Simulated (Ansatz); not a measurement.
**CH6ClNSSi: a ladder of functionals and wavefunction methods**

Aim: compute CH6ClNSSi with functionals from several rungs and with coupled cluster. The yardstick is the atomisation energy at the CCSD(T) limit.

Computed with Ansatz 0.2.0, Gaussian basis. Level: functionals in def2-TZVPP, the program's frozen cores in correlated methods.

The runs, in order: PBE-D4, r2SCAN-D4, PBE0-D4, B3LYP-D4, ωB97X-V, ωB97M-V, B2PLYP; CCSD(T)/def2-TZVPP; MP2/def2-QZVPP; extrapolation to the limit.

### Step 1. The relaxed structure

The geometry comes from an earlier relaxation with PBE0-D4 in a triple-zeta def2 set; it is a stationary point, not always the lowest conformer.

SMILES `CN[SiH](S)Cl`, 11 atoms, charge 0, spin multiplicity 1.

Atoms are counted from 1 here; the program's logs count them from 0.

Bond lengths: C1–N2 1.450 Å, C1–H6 1.095 Å, C1–H7 1.091 Å, C1–H8 1.093 Å, N2–Si3 1.691 Å, N2–H9 1.008 Å, Si3–S4 2.127 Å, Si3–Cl5 2.072 Å, Si3–H10 1.477 Å, S4–H11 1.343 Å. Angles: N2–C1–H6 112.6°, N2–C1–H7 109.4°, N2–C1–H8 110.9°, H6–C1–H7 107.8°, H6–C1–H8 108.5°, H7–C1–H8 107.5°, C1–N2–Si3 126.2°, C1–N2–H9 114.1°, Si3–N2–H9 116.7°, N2–Si3–S4 107.2°, N2–Si3–Cl5 115.4°, N2–Si3–H10 107.0°, S4–Si3–Cl5 107.0°, S4–Si3–H10 114.7°, Cl5–Si3–H10 105.8°, Si3–S4–H11 94.5°.

Geometry (Å):

```mol
CH6ClNSSi
  3D, bonds by distance, orders not assigned

 11 10  0  0  0  0  0  0  0  0999 V2000
   -1.0777   -0.3902    1.1744 C   0  0
    0.2208    0.1909    0.8964 N   0  0
    0.8859    0.4634   -0.6346 Si  0  0
    0.8659   -1.3957   -1.6673 S   0  0
   -0.1337    1.8238   -1.8188 Cl  0  0
   -1.8522    0.3678    1.3328 H   0  0
   -1.3855   -1.0106    0.3311 H   0  0
   -1.0352   -1.0334    2.0573 H   0  0
    0.6034    0.7282    1.6588 H   0  0
    2.2303    1.0387   -0.4261 H   0  0
    0.7434   -0.8396   -2.8832 H   0  0
  1  2  8  0
  2  3  8  0
  3  4  8  0
  3  5  8  0
  1  6  8  0
  1  7  8  0
  1  8  8  0
  2  9  8  0
  3 10  8  0
  4 11  8  0
M  END
```

### Step 2. PBE-D4 (GGA)

in.yaml

```yaml
crystal:
  periodic: [false, false, false]
  atoms:
    - {symbol: C, position_ang: [-1.077690, -0.390221, 1.174427]}
    - {symbol: N, position_ang: [0.220818, 0.190862, 0.896384]}
    - {symbol: Si, position_ang: [0.885923, 0.463353, -0.634626]}
    - {symbol: S, position_ang: [0.865874, -1.395665, -1.667344]}
    - {symbol: Cl, position_ang: [-0.133669, 1.823819, -1.818833]}
    - {symbol: H, position_ang: [-1.852219, 0.367798, 1.332771]}
    - {symbol: H, position_ang: [-1.385479, -1.010582, 0.331106]}
    - {symbol: H, position_ang: [-1.035175, -1.033403, 2.057287]}
    - {symbol: H, position_ang: [0.603368, 0.728154, 1.658842]}
    - {symbol: H, position_ang: [2.230262, 1.038662, -0.426126]}
    - {symbol: H, position_ang: [0.743388, -0.839577, -2.883187]}
basis:
  gaussian: {orbitals: def2-TZVPP}
hamiltonian: {xc: pbe, dispersion: d4}
output: {forces: true, orbitals: {seedname: orbitals}}
```

Command:

```console
$ ansatz run in.yaml --threads 4 --pin off --events-out ev --progress --plain --max-ram 10444MiB
```

The runs that follow: r2SCAN-D4 (meta-GGA); PBE0-D4 (hybrid); B3LYP-D4 (hybrid); ωB97X-V (range-separated); ωB97M-V (range-separated); B2PLYP (double hybrid); CCSD(T) in def2-TZVPP; MP2 in def2-QZVPP.

Q: Predict the results of all the runs planned. Wanted: atomisation energy, CCSD(T)/CBS; farthest; mean size of error, hybrid; mean size of error, range-separated; gap, smallest and largest; T1 diagnostic; triples share of the correlation energy.

As calculated:

| quantity | value |
| --- | --- |
| atomisation energy, CCSD(T)/CBS | 39.463 eV |
| functionals within 0.197 eV (0.5 %) | r2SCAN-D4, PBE0-D4, B3LYP-D4 |
| farthest | B2PLYP (-0.633 eV) |
| mean size of error, hybrid | 0.066 eV |
| mean size of error, range-separated | 0.227 eV |
| gap, smallest and largest | 5.26 eV (PBE-D4), 12.13 eV (ωB97X-V) |
| T1 diagnostic | 0.0102 |
| triples share of the correlation energy | 4.0 % |

**Reading.** PBE-D4 misses by +0.520 eV. Double hybrids carry the basis error of their MP2 part in triple zeta, and no dispersion term here, so their miss is partly the set-up's. The reference freezes the cores and leaves out relativity and excitations past (T), so misses under about 0.197 eV can't be ranked. Hartree-Fock recovers 72 % of the binding; the rest is correlation. The gap grows from 5.3 to 12.1 eV across the functionals, mostly with the share of exact exchange.
